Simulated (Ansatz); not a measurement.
Crystal: Ta4NiO11.

```
CELL_PARAMETERS angstrom
5.29285 -0.00032 -0.02518
-0.04190 5.33569 0.02340
-0.47620 -0.07999 7.89609
ATOMIC_POSITIONS crystal
Ta 0.52261 0.46364 0.51843
Ta 0.55532 0.53163 0.98083
Ta 0.02338 0.98832 0.50961
Ta 0.04916 0.02484 0.01689
Ni 0.06538 0.57998 0.26898
O 0.96711 0.93834 0.23892
O 0.21005 0.28324 0.42990
O 0.27287 0.71995 0.06145
O 0.33888 0.23820 0.03682
O 0.30665 0.75341 0.45874
O 0.50103 0.44858 0.74991
O 0.70564 0.16332 0.48732
O 0.73302 0.83358 0.94060
O 0.85284 0.36497 0.07896
O 0.81889 0.65561 0.47584
O 0.07718 0.01239 0.74680
```

The cell was built by a generator and needn't be a form met in nature.

| Quantity | Value |
| --- | --- |
| Program | Ansatz 0.2.0 |
| Task | relaxation of cell and atoms |
| Functional | r2SCAN |
| Potentials or basis | Ansatz PAW |
| Cutoff | 500 eV (not typed: the program's choice for these potentials) |
| k mesh | 4 × 4 × 3 |
| Occupations | fermi-dirac, width 0.05 eV |
| Spin | collinear spin, ferromagnetic start |
| Starting moments | [0.0, 0.0, 0.0, 0.0, 1.0, 0.0, 0.0, 0.0, 0.0, 0.0, 0.0, 0.0, 0.0, 0.0, 0.0, 0.0] μB |

At the start: volume 13.93 Å³/atom.

Question: How do energy, volume and symmetry change on relaxing?

Answer: It ends after 11 steps and the volume is 13.47 Å³/atom (-3.4 %); space group P1 (No. 1, to 0.05 Å); moment 2.00 μB per cell.

The path:
```tsv
step	energy change (eV)	largest force (eV/Å)	volume (Å³)
1	0.0000	0.2967	222.94
2	-0.0884	0.2000	216.80
3	-0.0955	0.0803	216.67
4	-0.0993	0.0624	215.98
5	-0.1004	0.0379	215.77
6	-0.1010	0.0494	215.48
7	-0.1012	0.0253	215.53
8	-0.1013	0.0145	215.48
9	-0.1014	0.0135	215.46
10	-0.1014	0.0031	215.44
11	-0.0969	0.0030	215.44
```

Final structure:
```
Ta Ni O
1.0
     5.24327   -0.00329   -0.02889
    -0.04451    5.27869    0.02587
    -0.47775   -0.07478    7.78638
Ta Ni O
4 1 11
Direct
  0.52411 0.46267 0.51866
  0.55369 0.53622 0.98049
  0.02612 0.98749 0.50892
  0.04858 0.02914 0.01707
  0.06519 0.57602 0.26796
  0.95784 0.93328 0.23772
  0.21152 0.28220 0.42518
  0.27181 0.72254 0.06224
  0.33968 0.24112 0.04558
  0.31127 0.75370 0.45509
  0.49053 0.44206 0.75055
  0.70621 0.16009 0.48772
  0.73033 0.83756 0.93430
  0.85266 0.36822 0.07905
  0.82540 0.65185 0.48140
  0.08508 0.01584 0.74807
```

Caveat: the magnetic or orbital state may not be the lowest; the plane-wave basis is chosen anew once the cell has moved, so the energies of steps on either side of that aren't comparable; a cell with one magnetic atom can't hold antiferromagnetic order, which such compounds often take; the PAW data sets come from PBE, with cores solved anew for the run's functional, which leaves a small shift of forces and pressure.
